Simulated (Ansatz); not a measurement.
# CH₆FGeIn: one species, many methods

An exercise on one series of results from a longer session: the logs are not shown, and one member is left open.

Computed with Ansatz 0.2.0, Gaussian basis. Level: functionals in def2-TZVPP, the program's frozen cores in correlated methods.

The runs, in order: LDA (SPW92), PBE-D4, revPBE-D4, BLYP-D4, r2SCAN-D4, B97M-V, PBE0-D4, B3LYP-D4, r2SCANh-D4, r2SCAN0-D4, HSE06-D4, BHLYP-D4, CAM-B3LYP-D4, LC-ωPBE, ωB97X-V, ωB97M-V, B2PLYP, PBE-QIDH; CCSD(T)/def2-SVP; CCSD(T)/def2-TZVPP; MP2/def2-QZVPP; extrapolation to the limit; RPA on PBE.

## Structure used throughout

The geometry comes from an earlier relaxation with PBE0-D4 in a triple-zeta def2 set; it is a stationary point, not always the lowest conformer. In takes the def2 core potential; no spin-orbit term is included.

SMILES `[CH3][In]([F])[GeH3]`, 10 atoms, charge 0, spin multiplicity 1.

Atoms are counted from 1 here; the program's logs count them from 0.

Bond lengths: C1–In2 2.139 Å, C1–H5 1.090 Å, C1–H6 1.092 Å, C1–H7 1.090 Å, In2–F3 1.974 Å, In2–Ge4 2.591 Å, Ge4–H8 1.535 Å, Ge4–H9 1.540 Å, Ge4–H10 1.539 Å. Angles: In2–C1–H5 108.5°, In2–C1–H6 109.0°, In2–C1–H7 111.6°, H5–C1–H6 108.8°, H5–C1–H7 110.1°, H6–C1–H7 108.9°, C1–In2–F3 108.7°, C1–In2–Ge4 141.3°, F3–In2–Ge4 110.1°, In2–Ge4–H8 111.4°, In2–Ge4–H9 110.0°, In2–Ge4–H10 110.3°, H8–Ge4–H9 108.8°, H8–Ge4–H10 108.8°, H9–Ge4–H10 107.5°.

The first run:

File in.yaml:

```yaml
crystal:
  periodic: [false, false, false]
  atoms:
    - {symbol: C, position_ang: [0.258700, 2.011985, -0.940823]}
    - {symbol: In, position_ang: [0.554378, 0.055417, -0.128793]}
    - {symbol: F, position_ang: [2.472376, -0.394383, -0.246734]}
    - {symbol: Ge, position_ang: [-0.751953, -1.898180, 0.963317]}
    - {symbol: H, position_ang: [0.997586, 2.175816, -1.725358]}
    - {symbol: H, position_ang: [0.414510, 2.750669, -0.152212]}
    - {symbol: H, position_ang: [-0.747002, 2.131938, -1.342508]}
    - {symbol: H, position_ang: [0.162734, -3.099474, 1.237874]}
    - {symbol: H, position_ang: [-1.375551, -1.435801, 2.292820]}
    - {symbol: H, position_ang: [-1.902580, -2.349287, 0.045419]}
basis:
  gaussian: {orbitals: def2-TZVPP}
hamiltonian: {xc: lda}
output: {orbitals: {seedname: orbitals}}
```

Steps of the session up to this table: LDA; PBE-D4 (GGA); revPBE-D4 (GGA); BLYP-D4 (GGA); r2SCAN-D4 (meta-GGA); B97M-V (meta-GGA); PBE0-D4 (hybrid); B3LYP-D4 (hybrid); r2SCANh-D4 (hybrid); r2SCAN0-D4 (hybrid); HSE06-D4 (hybrid); BHLYP-D4 (hybrid); CAM-B3LYP-D4 (range-separated); LC-ωPBE-D4 (range-separated; the results give it without D4); ωB97X-V (range-separated); ωB97M-V (range-separated); B2PLYP (double hybrid); PBE-QIDH (double hybrid).

One of the session's tables, all rows but one given; the rest of the session is left out.

It belongs to the step «Orbital energies across the functionals». 

| functional | HOMO (eV) | LUMO (eV) | gap (eV) |
| --- | --- | --- | --- |
| LDA (SPW92) | -6.57 | -2.55 | 4.02 |
| PBE-D4 | -6.39 | -2.31 | 4.08 |
| revPBE-D4 | -6.32 | -2.19 | 4.12 |
| BLYP-D4 | ? | ? | ? |
| r2SCAN-D4 | -6.64 | -2.12 | 4.52 |
| B97M-V | -6.69 | -2.36 | 4.33 |
| PBE0-D4 | -7.49 | -1.62 | 5.87 |
| B3LYP-D4 | -7.28 | -1.89 | 5.39 |
| r2SCANh-D4 | -7.06 | -1.88 | 5.18 |
| r2SCAN0-D4 | -7.66 | -1.52 | 6.14 |
| HSE06-D4 | -7.11 | -1.98 | 5.13 |
| BHLYP-D4 | -8.44 | -0.99 | 7.45 |
| CAM-B3LYP-D4 | -8.70 | -0.80 | 7.91 |
| LC-ωPBE | -9.98 | 0.32 | 10.30 |
| ωB97X-V | -9.64 | 0.17 | 9.80 |
| ωB97M-V | -9.50 | -0.11 | 9.39 |

**Question.** Estimate the row for BLYP-D4.

Worked estimate for «HOMO (eV)». Against the share of exact exchange, B3LYP-D4 (0.2, -7.28), BHLYP-D4 (0.5, -8.44) give a slope of -3.87 per unit share; at 0 the line stands at -6.51.

As computed: HOMO (eV): -6.24; LUMO (eV): -2.27; gap (eV): 3.97. In «HOMO (eV)» the line misses by -0.27.
